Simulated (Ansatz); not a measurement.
**C₂H₅AlSi: a ladder of functionals and wavefunction methods**

An exercise on one series of results from a longer session: the logs are not shown, and one member is left open.

The runs use Ansatz 0.2.0, Gaussian basis; functionals in def2-TZVPP, the program's frozen cores in correlated methods.

The runs, in order: LDA (SPW92), PBE-D4, revPBE-D4, BLYP-D4, r2SCAN-D4, B97M-V, PBE0-D4, B3LYP-D4, r2SCANh-D4, r2SCAN0-D4, HSE06-D4, BHLYP-D4, CAM-B3LYP-D4, LC-ωPBE, ωB97X-V, ωB97M-V, B2PLYP, PBE-QIDH; CCSD(T)/def2-SVP; CCSD(T)/def2-TZVPP; MP2/def2-QZVPP; extrapolation to the limit; RPA on PBE.

### The geometry

An earlier PBE0-D4 in a triple-zeta def2 set relaxation fixed the geometry.

9 atoms, charge 0, spin multiplicity 1.

Atoms are counted from 1 here; the program's logs count them from 0.

Bond lengths: C1–C2 1.335 Å, C1–H5 1.091 Å, C1–H6 1.090 Å, C2–Al3 1.931 Å, C2–Si4 1.894 Å, Al3–Si4 2.353 Å, Al3–H7 1.584 Å, Si4–H8 1.492 Å, Si4–H9 1.493 Å. Angles: C2–C1–H5 122.8°, C2–C1–H6 122.2°, H5–C1–H6 115.0°, C1–C2–Al3 137.8°, C1–C2–Si4 134.3°, Al3–C2–Si4 75.9°, C2–Al3–Si4 51.3°, C2–Al3–H7 143.3°, Si4–Al3–H7 164.7°, C2–Si4–Al3 52.8°, C2–Si4–H8 110.3°, C2–Si4–H9 120.9°, Al3–Si4–H8 113.5°, Al3–Si4–H9 135.5°, H8–Si4–H9 109.3°.

Coordinates:

```csv
atom,x (Å),y (Å),z (Å)
C1,-0.7278,1.2067,-0.8475
C2,-0.1719,0.0650,-0.4340
Al3,1.5899,-0.7216,-0.3517
Si4,-0.1697,-0.8892,1.2015
H5,-1.5058,1.7237,-0.2832
H6,-0.4353,1.6902,-1.7794
H7,2.9979,-0.7622,-1.0755
H8,-0.9634,-2.1452,1.0682
H9,-0.5254,-0.2138,2.4845
```

The first run:

in.yaml reads:

```yaml
crystal:
  periodic: [false, false, false]
  atoms:
    - {symbol: C, position_ang: [-0.727774, 1.206697, -0.847547]}
    - {symbol: C, position_ang: [-0.171868, 0.065015, -0.434044]}
    - {symbol: Al, position_ang: [1.589869, -0.721560, -0.351680]}
    - {symbol: Si, position_ang: [-0.169658, -0.889203, 1.201451]}
    - {symbol: H, position_ang: [-1.505835, 1.723745, -0.283191]}
    - {symbol: H, position_ang: [-0.435272, 1.690225, -1.779357]}
    - {symbol: H, position_ang: [2.997864, -0.762182, -1.075527]}
    - {symbol: H, position_ang: [-0.963374, -2.145221, 1.068223]}
    - {symbol: H, position_ang: [-0.525353, -0.213815, 2.484473]}
basis:
  gaussian: {orbitals: def2-TZVPP}
hamiltonian: {xc: lda}
output: {orbitals: {seedname: orbitals}}
```

Run with:

```console
$ ansatz run in.yaml --threads 2 --pin off --events-out ev --progress --plain --max-ram 4352MiB
```

Steps of the session up to this table: LDA; PBE-D4 (GGA); revPBE-D4 (GGA); BLYP-D4 (GGA); r2SCAN-D4 (meta-GGA); B97M-V (meta-GGA); B3LYP-D4 (hybrid); r2SCANh-D4 (hybrid); r2SCAN0-D4 (hybrid); HSE06-D4 (hybrid); BHLYP-D4 (hybrid); CAM-B3LYP-D4 (range-separated); LC-ωPBE (range-separated); ωB97X-V (range-separated); ωB97M-V (range-separated); B2PLYP (double hybrid); PBE-QIDH (double hybrid).

One of the session's tables, all rows but one given; the rest of the session is left out.

It belongs to the step «Frontier levels by functional». 

| functional | HOMO (eV) | LUMO (eV) | gap (eV) |
| --- | --- | --- | --- |
| LDA (SPW92) | -5.46 | -3.15 | 2.31 |
| PBE-D4 | -5.36 | -2.94 | 2.42 |
| revPBE-D4 | -5.31 | -2.85 | 2.46 |
| BLYP-D4 | -5.21 | -2.76 | 2.45 |
| r2SCAN-D4 | -5.54 | -2.76 | 2.78 |
| B97M-V | -5.58 | -2.82 | 2.77 |
| PBE0-D4 | -6.31 | -2.14 | 4.16 |
| B3LYP-D4 | -6.13 | -2.29 | 3.84 |
| r2SCANh-D4 | ? | ? | ? |
| r2SCAN0-D4 | -6.42 | -2.05 | 4.38 |
| HSE06-D4 | -5.92 | -2.52 | 3.41 |
| BHLYP-D4 | -7.14 | -1.24 | 5.90 |
| CAM-B3LYP-D4 | -7.49 | -1.11 | 6.39 |
| LC-ωPBE | -8.72 | -0.10 | 8.62 |
| ωB97X-V | -8.43 | -0.17 | 8.26 |
| ωB97M-V | -8.23 | -0.38 | 7.85 |

**Question.** Estimate the row for r2SCANh-D4.

Worked estimate for «HOMO (eV)». Against the share of exact exchange, r2SCAN-D4 (0, -5.54), r2SCAN0-D4 (0.25, -6.42) give a slope of -3.52 per unit share; at 0.1 the line stands at -5.89.

**Answer.** HOMO (eV): -5.89; LUMO (eV): -2.47; gap (eV): 3.42. In «HOMO (eV)» the line misses by 0.00.
